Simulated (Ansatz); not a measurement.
# CH₃F₄OTa: a ladder of functionals and wavefunction methods

One table from this session's results is given with a row withheld; the runs are named, their logs left out.

Computed with Ansatz 0.2.0, Gaussian basis. Level: functionals in def2-TZVPP, the program's frozen cores in correlated methods.

Plan: LDA (SPW92), PBE-D4, revPBE-D4, BLYP-D4, r2SCAN-D4, B97M-V, PBE0-D4, B3LYP-D4, r2SCANh-D4, r2SCAN0-D4, HSE06-D4, BHLYP-D4, CAM-B3LYP-D4, LC-ωPBE, ωB97X-V, ωB97M-V, B2PLYP, PBE-QIDH; CCSD(T)/def2-SVP; MP2/def2-TZVPP; MP2/def2-QZVPP; RPA on PBE.

### The geometry

The geometry comes from an earlier relaxation with PBE0-D4 in a triple-zeta def2 set; it is a stationary point, not always the lowest conformer. Ta takes the def2 core potential; no spin-orbit term is included.

SMILES `C[O][Ta]([F])([F])([F])[F]`, 10 atoms, charge 0, spin multiplicity 1.

Atoms are counted from 1 here; the program's logs count them from 0.

Bond lengths: C1–O2 1.410 Å, C1–H8 1.093 Å, C1–H9 1.091 Å, C1–H10 1.091 Å, O2–Ta3 1.841 Å, Ta3–F4 1.884 Å, Ta3–F5 1.864 Å, Ta3–F6 1.864 Å, Ta3–F7 1.892 Å. Angles: O2–C1–H8 109.9°, O2–C1–H9 108.9°, O2–C1–H10 108.9°, H8–C1–H9 109.8°, H8–C1–H10 109.8°, H9–C1–H10 109.5°, C1–O2–Ta3 144.9°, O2–Ta3–F4 95.0°, O2–Ta3–F5 116.5°, O2–Ta3–F6 116.5°, O2–Ta3–F7 91.7°, F4–Ta3–F5 89.1°, F4–Ta3–F6 89.1°, F4–Ta3–F7 173.4°, F5–Ta3–F6 126.9°, F5–Ta3–F7 87.9°, F6–Ta3–F7 87.9°.

Set-up of the first run:

in.yaml reads:

```yaml
crystal:
  periodic: [false, false, false]
  atoms:
    - {symbol: C, position_ang: [0.553244, -1.680544, 0.011453]}
    - {symbol: O, position_ang: [-0.342022, -0.591399, -0.020393]}
    - {symbol: Ta, position_ang: [-0.483299, 1.244379, -0.011922]}
    - {symbol: F, position_ang: [-2.365200, 1.263540, -0.101540]}
    - {symbol: F, position_ang: [-0.424156, 2.090567, -1.671983]}
    - {symbol: F, position_ang: [-0.583068, 2.062818, 1.660064]}
    - {symbol: F, position_ang: [1.396052, 1.443916, 0.079191]}
    - {symbol: H, position_ang: [1.581698, -1.315461, 0.062348]}
    - {symbol: H, position_ang: [0.333756, -2.292388, 0.887546]}
    - {symbol: H, position_ang: [0.416194, -2.276626, -0.891864]}
basis:
  gaussian: {orbitals: def2-TZVPP}
hamiltonian: {xc: lda}
output: {orbitals: {seedname: orbitals}}
```

Launch:

```bash
$ ansatz run in.yaml --threads 4 --pin off --events-out ev --progress --plain --max-ram 11315MiB
```

Among the steps run: LDA; PBE-D4 (GGA); revPBE-D4 (GGA); BLYP-D4 (GGA); r2SCAN-D4 (meta-GGA); B97M-V (meta-GGA); B3LYP-D4 (hybrid); r2SCANh-D4 (hybrid); r2SCAN0-D4 (hybrid); HSE06-D4 (hybrid); BHLYP-D4 (hybrid); CAM-B3LYP-D4 (range-separated); LC-ωPBE (range-separated); ωB97X-V (range-separated); ωB97M-V (range-separated); B2PLYP (double hybrid); PBE-QIDH (double hybrid).

One table of the session follows, with a row left open; its other results are not shown here.

It belongs to the step «Orbital energies across the functionals». 

```
  functional  HOMO (eV)  LUMO (eV)  gap (eV)
 LDA (SPW92)      -8.52      -2.91      5.61
      PBE-D4          ?          ?         ?
   revPBE-D4      -8.26      -2.52      5.75
     BLYP-D4      -8.26      -2.54      5.72
   r2SCAN-D4      -8.73      -2.51      6.21
      B97M-V      -8.83      -2.48      6.35
     PBE0-D4     -10.01      -1.83      8.18
    B3LYP-D4      -9.77      -2.08      7.69
  r2SCANh-D4      -9.35      -2.21      7.13
  r2SCAN0-D4     -10.28      -1.74      8.53
    HSE06-D4      -9.60      -2.21      7.39
    BHLYP-D4     -11.60      -0.87     10.73
CAM-B3LYP-D4     -11.49      -0.69     10.80
     LC-ωPBE     -12.79       0.62     13.41
     ωB97X-V     -12.46       0.50     12.97
     ωB97M-V     -12.38       0.43     12.82
```

**Question.** Estimate the row for PBE-D4.

**Answer.** HOMO (eV): -8.34; LUMO (eV): -2.63; gap (eV): 5.71. In the column «HOMO (eV)» it lies between LDA (SPW92) (-8.52) and revPBE-D4 (-8.26).
